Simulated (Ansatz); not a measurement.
# H2Ru: the cost of one run

Method: def2-QZVPP, core rule «outside noble gas», up to 4 orbitals frozen; program: Ansatz 0.2.0, Gaussian basis.

The runs, in order: UHF; ROHF; CCSD(T) on UHF.

2 further runs of the same task are left out: 2 set aside as unsound or not needed. Runs told in other sessions of the task aren't counted.

### Step 1. The geometry

The geometry is a PBE0/def2-TZVP stationary point (not a proven minimum) of the parent state, kept for this charge and spin. No spin-orbit coupling is included. Elements past krypton take def2 core potentials.

3 atoms, charge 0, spin multiplicity 3.

Atoms are counted from 1 here; the program's logs count them from 0.

Bond lengths: Ru1–H2 1.550 Å, Ru1–H3 1.550 Å. Angles: H2–Ru1–H3 89.6°.

As a file:

```xyz
3

Ru    0.0000   -0.0215    0.0000
H     0.0000    1.0780   -1.0922
H     0.0000    1.0780    1.0922
```

### Step 2. UHF

Input file in.yaml:

```yaml
crystal:
  periodic: [false, false, false]
  atoms:
    - {symbol: Ru, position_ang: [0.000000, -0.021500, 0.000000]}
    - {symbol: H, position_ang: [0.000000, 1.077959, -1.092234]}
    - {symbol: H, position_ang: [0.000000, 1.077953, 1.092239]}
basis:
  gaussian: {orbitals: "def2-QZVPP.json"}
magnetization: {spin_polarized: true, initial_magnetization: 2}
hamiltonian: {xc: hf}
output: {orbitals: {seedname: orbitals}}
```

On the command line:

```bash
$ ansatz run in.yaml --threads 1 --pin off --events-out ev --progress --plain --max-ram 4096MiB --backend cpu
```

**Question.** How long does this run take on 1 thread of AMD EPYC 7R13, shared host, and how much memory does it need?

About 21 s, with a peak of 0.31 GiB.
